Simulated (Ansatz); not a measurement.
# C₄H₁₀Cd: up Jacob's ladder to CCSD(T)

The task here is to estimate one member of a computed series from the others.

Computed with Ansatz 0.2.0, Gaussian basis. Level: functionals in def2-TZVPP, the program's frozen cores in correlated methods.

The runs, in order: LDA (SPW92), PBE-D4, revPBE-D4, BLYP-D4, r2SCAN-D4, B97M-V, PBE0-D4, B3LYP-D4, r2SCANh-D4, r2SCAN0-D4, HSE06-D4, BHLYP-D4, CAM-B3LYP-D4, LC-ωPBE, ωB97X-V, ωB97M-V, B2PLYP, PBE-QIDH; CCSD(T)/def2-SVP; CCSD(T)/def2-TZVPP; MP2/def2-QZVPP; extrapolation to the limit; RPA on PBE.

## The relaxed structure

All runs share one geometry, relaxed beforehand with PBE0-D4 in a triple-zeta def2 set. Cd takes the def2 core potential; no spin-orbit term is included.

SMILES `C[CH2][Cd][CH2]C`, 15 atoms, charge 0, spin multiplicity 1.

Atoms are counted from 1 here; the program's logs count them from 0.

Bond lengths: C1–C2 1.525 Å, C1–H6 1.094 Å, C1–H7 1.094 Å, C1–H8 1.097 Å, C2–Cd3 2.133 Å, C2–H9 1.095 Å, C2–H10 1.095 Å, Cd3–C4 2.133 Å, C4–C5 1.525 Å, C4–H11 1.095 Å, C4–H12 1.095 Å, C5–H13 1.094 Å, C5–H14 1.094 Å, C5–H15 1.096 Å. Angles: C2–C1–H6 112.0°, C2–C1–H7 112.0°, C2–C1–H8 111.9°, H6–C1–H7 106.9°, H6–C1–H8 106.8°, H7–C1–H8 106.8°, C1–C2–Cd3 115.2°, C1–C2–H9 110.3°, C1–C2–H10 110.3°, Cd3–C2–H9 107.3°, Cd3–C2–H10 107.4°, H9–C2–H10 105.9°, C2–Cd3–C4 179.9°, Cd3–C4–C5 115.2°, Cd3–C4–H11 107.3°, Cd3–C4–H12 107.4°, C5–C4–H11 110.3°, C5–C4–H12 110.3° and more.

Set-up of the first run:

The input, in.yaml:

```yaml
crystal:
  periodic: [false, false, false]
  atoms:
    - {symbol: C, position_ang: [-0.919491, 1.628532, 2.290941]}
    - {symbol: C, position_ang: [0.415839, 0.985195, 1.930599]}
    - {symbol: Cd, position_ang: [0.359785, -0.350198, 0.268878]}
    - {symbol: C, position_ang: [0.305728, -1.687382, -1.391467]}
    - {symbol: C, position_ang: [0.273693, -1.018315, -2.761922]}
    - {symbol: H, position_ang: [-1.325890, 2.220363, 1.465999]}
    - {symbol: H, position_ang: [-1.677160, 0.883779, 2.550269]}
    - {symbol: H, position_ang: [-0.829538, 2.302645, 3.151054]}
    - {symbol: H, position_ang: [0.810617, 0.425843, 2.784830]}
    - {symbol: H, position_ang: [1.160252, 1.755726, 1.706002]}
    - {symbol: H, position_ang: [1.178141, -2.343595, -1.309582]}
    - {symbol: H, position_ang: [-0.568994, -2.332999, -1.263541]}
    - {symbol: H, position_ang: [-0.604239, -0.378118, -2.885760]}
    - {symbol: H, position_ang: [1.151677, -0.388876, -2.931979]}
    - {symbol: H, position_ang: [0.247779, -1.753398, -3.575121]}
basis:
  gaussian: {orbitals: def2-TZVPP}
hamiltonian: {xc: lda}
output: {orbitals: {seedname: orbitals}}
```

Run with:

```bash
$ ansatz run in.yaml --threads 2 --pin off --events-out ev --progress --plain --max-ram 22528MiB --backend cuda --devices 0, --max-vram 18GiB
```

Steps of the session up to this table: LDA; PBE-D4 (GGA); revPBE-D4 (GGA); BLYP-D4 (GGA); r2SCAN-D4 (meta-GGA); B97M-V (meta-GGA); PBE0-D4 (hybrid); B3LYP-D4 (hybrid); r2SCANh-D4 (hybrid); r2SCAN0-D4 (hybrid); HSE06-D4 (hybrid); BHLYP-D4 (hybrid); CAM-B3LYP-D4 (range-separated); LC-ωPBE (range-separated); ωB97X-V (range-separated); ωB97M-V (range-separated); B2PLYP (double hybrid); PBE-QIDH (double hybrid).

One of the session's tables, all rows but one given; the rest of the session is left out.

It belongs to the step «Frontier levels by functional». 

| functional | HOMO (eV) | gap (eV) |
| --- | --- | --- |
| LDA (SPW92) | -5.36 | 4.28 |
| PBE-D4 | -5.18 | 4.32 |
| revPBE-D4 | -5.11 | 4.37 |
| BLYP-D4 | -5.04 | 4.21 |
| r2SCAN-D4 | ? | ? |
| B97M-V | -5.38 | 4.51 |
| PBE0-D4 | -6.22 | 6.06 |
| B3LYP-D4 | -6.03 | 5.58 |
| r2SCANh-D4 | -5.74 | 5.45 |
| r2SCAN0-D4 | -6.34 | 6.38 |
| HSE06-D4 | -5.83 | 5.31 |
| BHLYP-D4 | -7.17 | 7.57 |
| CAM-B3LYP-D4 | -7.48 | 8.03 |
| LC-ωPBE | -8.79 | 10.48 |
| ωB97X-V | -8.43 | 9.92 |
| ωB97M-V | -8.33 | 9.44 |

Estimate the missing values for r2SCAN-D4.

Worked estimate for «HOMO (eV)». Against the share of exact exchange, r2SCANh-D4 (0.1, -5.74), r2SCAN0-D4 (0.25, -6.34) give a slope of -4.00 per unit share; at 0 the line stands at -5.34.

The run gave: HOMO (eV): -5.34; gap (eV): 4.83. In «HOMO (eV)» the line misses by 0.00.
